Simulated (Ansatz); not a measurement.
**CH4SSeSi: one species, many methods**

The task here is to estimate one member of a computed series from the others.

Method: functionals in def2-TZVPP, the program's frozen cores in correlated methods; program: Ansatz 0.2.0, Gaussian basis.

Levels to be run: LDA (SPW92), PBE-D4, revPBE-D4, BLYP-D4, r2SCAN-D4, B97M-V, PBE0-D4, B3LYP-D4, r2SCANh-D4, r2SCAN0-D4, HSE06-D4, BHLYP-D4, CAM-B3LYP-D4, LC-ωPBE, ωB97X-V, ωB97M-V, B2PLYP, PBE-QIDH; CCSD(T)/def2-SVP; CCSD(T)/def2-TZVPP; MP2/def2-QZVPP; extrapolation to the limit; RPA on PBE.

### The relaxed structure

The geometry comes from an earlier relaxation with PBE0-D4 in a triple-zeta def2 set; it is a stationary point, not always the lowest conformer.

SMILES `C1S[SiH2][Se]1`, 8 atoms, charge 0, spin multiplicity 1.

Atoms are counted from 1 here; the program's logs count them from 0.

Bond lengths: C1–S2 1.826 Å, C1–Se4 1.978 Å, C1–H5 1.088 Å, C1–H6 1.088 Å, S2–Si3 2.134 Å, Si3–Se4 2.273 Å, Si3–H7 1.486 Å, Si3–H8 1.486 Å. Angles: S2–C1–Se4 106.4°, S2–C1–H5 110.4°, S2–C1–H6 110.4°, Se4–C1–H5 109.5°, Se4–C1–H6 109.5°, H5–C1–H6 110.6°, C1–S2–Si3 86.7°, S2–Si3–Se4 87.4°, S2–Si3–H7 114.9°, S2–Si3–H8 114.9°, Se4–Si3–H7 115.6°, Se4–Si3–H8 115.6°, H7–Si3–H8 107.6°, C1–Se4–Si3 79.5°.

Coordinates:

```mol
CH4SSeSi
  3D, bonds by distance, orders not assigned

  8  8  0  0  0  0  0  0  0  0999 V2000
   -0.6383    1.1337   -0.4027 C   0  0
    0.5327    0.9265    0.9827 S   0  0
    0.6646   -1.1227    0.4019 Si  0  0
   -0.8074   -0.6400   -1.2613 Se  0  0
   -0.2498    1.8505   -1.1227 H   0  0
   -1.6102    1.4524   -0.0325 H   0  0
    2.0129   -1.5629   -0.0411 H   0  0
    0.1876   -2.0945    1.4198 H   0  0
  1  2  8  0
  2  3  8  0
  3  4  8  0
  1  5  8  0
  1  6  8  0
  3  7  8  0
  3  8  8  0
  1  4  8  0
M  END
```

Set-up of the first run:

Contents of in.yaml:

```yaml
crystal:
  periodic: [false, false, false]
  atoms:
    - {symbol: C, position_ang: [-0.638279, 1.133668, -0.402708]}
    - {symbol: S, position_ang: [0.532674, 0.926498, 0.982734]}
    - {symbol: Si, position_ang: [0.664592, -1.122703, 0.401911]}
    - {symbol: Se, position_ang: [-0.807399, -0.640036, -1.261321]}
    - {symbol: H, position_ang: [-0.249805, 1.850475, -1.122731]}
    - {symbol: H, position_ang: [-1.610152, 1.452365, -0.032503]}
    - {symbol: H, position_ang: [2.012892, -1.562917, -0.041115]}
    - {symbol: H, position_ang: [0.187577, -2.094450, 1.419832]}
basis:
  gaussian: {orbitals: def2-TZVPP}
hamiltonian: {xc: lda}
output: {orbitals: {seedname: orbitals}}
```

Among the steps run: LDA; PBE-D4 (GGA); revPBE-D4 (GGA); BLYP-D4 (GGA); r2SCAN-D4 (meta-GGA); B97M-V (meta-GGA); PBE0-D4 (hybrid); B3LYP-D4 (hybrid); r2SCANh-D4 (hybrid); r2SCAN0-D4 (hybrid); HSE06-D4 (hybrid); BHLYP-D4 (hybrid); CAM-B3LYP-D4 (range-separated); LC-ωPBE (range-separated); ωB97X-V (range-separated); ωB97M-V (range-separated); B2PLYP (double hybrid); PBE-QIDH (double hybrid).

One table of the session follows, with a row left open; its other results are not shown here.

It belongs to the step «Orbital energies across the functionals». 

```
  functional  HOMO (eV)  gap (eV)
 LDA (SPW92)      -5.85      3.49
      PBE-D4      -5.75      3.58
   revPBE-D4      -5.71      3.62
     BLYP-D4      -5.58      3.55
   r2SCAN-D4      -6.01      4.03
      B97M-V          ?         ?
     PBE0-D4      -6.90      5.62
    B3LYP-D4      -6.65      5.16
  r2SCANh-D4      -6.43      4.77
  r2SCAN0-D4      -7.06      5.89
    HSE06-D4      -6.50      4.84
    BHLYP-D4      -7.88      7.56
CAM-B3LYP-D4      -8.16      7.96
     LC-ωPBE      -9.53     10.49
     ωB97X-V      -9.19     10.01
     ωB97M-V      -9.05      9.67
```

Q: Estimate the row for B97M-V from the others.

**Answer.** HOMO (eV): -6.11; gap (eV): 4.13. In the column «HOMO (eV)» it lies between r2SCANh-D4 (-6.43) and r2SCAN-D4 (-6.01).
